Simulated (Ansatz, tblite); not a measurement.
**C15H12N2S3: rung by rung**

An exercise on one series of results from a longer session: the logs are not shown, and one member is left open.

Program: Ansatz 0.2.0, Gaussian basis. Level of theory: as each input shows. These are calculated values, not measurements.

Levels to be run: GFN1-xTB, GFN2-xTB, PBE-D4/def2-TZVP, r2SCAN-D4/def2-TZVP, PBE-D4/def2-SVP, PBE0-D4/def2-SVP.

1 further run of the same task is left out (set aside as unsound or not needed).

## The relaxed structure

The geometry is that of the singlet, from an earlier relaxation (r2SCAN-D4/def2-SVP).

32 atoms, charge 0, spin multiplicity 1.

Bond lengths: C1–N2 1.447 Å, C1–H21 1.102 Å, C1–H22 1.099 Å, C1–H23 1.109 Å, N2–C3 1.447 Å, N2–C4 1.367 Å, C3–H24 1.108 Å, C3–H25 1.098 Å, C3–H26 1.101 Å, C4–C5 1.395 Å, C4–S20 1.751 Å, C5–C6 1.412 Å, C5–H27 1.090 Å, C6–C7 1.387 Å, C6–H28 1.092 Å, C7–C8 1.435 Å, C7–S20 1.757 Å, C8–C9 1.395 Å and more. Angles: N2–C1–H21 110.0°, N2–C1–H22 109.3°, N2–C1–H23 112.9°, H21–C1–H22 107.7°, H21–C1–H23 108.0°, H22–C1–H23 108.7°, C1–N2–C3 119.1°, C1–N2–C4 119.5°, C3–N2–C4 117.5°, N2–C3–H24 112.7°, N2–C3–H25 109.1°, N2–C3–H26 110.2°, H24–C3–H25 108.7°, H24–C3–H26 108.1°, H25–C3–H26 108.0°, N2–C4–C5 128.6°, N2–C4–S20 120.5°, C5–C4–S20 110.9° and more.

PBE0-D4/def2-TZVP was run before; its log isn't repeated, and its numbers join the tables.

Set-up of the first run:

Tight binding, by tblite at 300 K electronic temperature and without a spin-polarisation term:

```python
tblite.interface.Calculator('GFN1-xTB', numbers, positions, charge=0, uhf=0).singlepoint()
```

Tight binding, by tblite at 300 K electronic temperature and without a spin-polarisation term:

```python
tblite.interface.Calculator('GFN2-xTB', numbers, positions, charge=0, uhf=0).singlepoint()
```

start.molden holds the orbitals of an earlier run on this state, given as this run's starting guess.

Input file in.yaml:

```yaml
crystal:
  periodic: [false, false, false]
  atoms:
    - {symbol: C, position_ang: [-4.675511, -1.661399, -0.748216]}
    - {symbol: N, position_ang: [-4.606597, -0.742762, 0.367156]}
    - {symbol: C, position_ang: [-5.829720, -0.159087, 0.874434]}
    - {symbol: C, position_ang: [-3.437189, -0.084636, 0.627056]}
    - {symbol: C, position_ang: [-3.221021, 1.005448, 1.469481]}
    - {symbol: C, position_ang: [-1.863291, 1.388880, 1.525511]}
    - {symbol: C, position_ang: [-1.019047, 0.631388, 0.726722]}
    - {symbol: C, position_ang: [0.397924, 0.760703, 0.541434]}
    - {symbol: C, position_ang: [1.244665, 1.758695, 1.024696]}
    - {symbol: C, position_ang: [2.590416, 1.577476, 0.657110]}
    - {symbol: C, position_ang: [2.814013, 0.443306, -0.116710]}
    - {symbol: C, position_ang: [4.039638, -0.053017, -0.675065]}
    - {symbol: C, position_ang: [4.252102, -1.208944, -1.427162]}
    - {symbol: C, position_ang: [5.592696, -1.388680, -1.814777]}
    - {symbol: C, position_ang: [6.428139, -0.373005, -1.365041]}
    - {symbol: C, position_ang: [7.815548, -0.233144, -1.565214]}
    - {symbol: N, position_ang: [8.966658, -0.112787, -1.729539]}
    - {symbol: S, position_ang: [5.532294, 0.817406, -0.452789]}
    - {symbol: S, position_ang: [1.309745, -0.411365, -0.374726]}
    - {symbol: S, position_ang: [-1.941982, -0.597386, -0.125414]}
    - {symbol: H, position_ang: [-3.834794, -2.373136, -0.703072]}
    - {symbol: H, position_ang: [-5.607042, -2.240246, -0.685353]}
    - {symbol: H, position_ang: [-4.639871, -1.150184, -1.731364]}
    - {symbol: H, position_ang: [-6.071110, 0.810379, 0.394585]}
    - {symbol: H, position_ang: [-6.660263, -0.855413, 0.698042]}
    - {symbol: H, position_ang: [-5.750409, 0.006986, 1.960410]}
    - {symbol: H, position_ang: [-4.014620, 1.503795, 2.025583]}
    - {symbol: H, position_ang: [-1.498315, 2.210310, 2.145405]}
    - {symbol: H, position_ang: [0.884938, 2.599788, 1.619310]}
    - {symbol: H, position_ang: [3.394171, 2.260551, 0.942824]}
    - {symbol: H, position_ang: [3.446189, -1.900839, -1.680530]}
    - {symbol: H, position_ang: [5.961655, -2.229081, -2.404777]}
basis:
  gaussian: {orbitals: def2-TZVP, fitting: {mean_field: def2-universal-jkfit}, initial_orbitals: start.molden}
hamiltonian: {xc: pbe, dispersion: d4}
scf: {omitted_lower_state_checks: [starts]}
output: {orbitals: {seedname: orbitals}}
```

Command:

```sh
$ ansatz run in.yaml --threads 2 --pin off --events-out ev --progress --plain --max-ram 32768MiB --backend cuda --devices 0, --max-vram 18GiB
```

Steps of the session up to this table: PBE-D4/def2-TZVP; r2SCAN-D4/def2-TZVP; PBE-D4/def2-SVP; PBE0-D4/def2-SVP.

One table of the session follows, with a row left open; its other results are not shown here.

It belongs to the step «Binding energy». 

| level | binding an atom (eV) |
| --- | --- |
| PBE-D4/def2-SVP | 5.187 |
| PBE-D4/def2-TZVP | 5.125 |
| r2SCAN-D4/def2-TZVP | 4.930 |
| PBE0-D4/def2-SVP | 5.046 |
| PBE0-D4/def2-TZVP | ? |

Estimate the missing values for PBE0-D4/def2-TZVP.

As computed: binding an atom (eV): 4.984. In the column «binding an atom (eV)» it lies between r2SCAN-D4/def2-TZVP (4.930) and PBE0-D4/def2-SVP (5.046).

Limits of these values: Free atoms were run apart at each level; binding is atoms less cluster, divided by the number of atoms, without zero-point or spin-orbit terms.
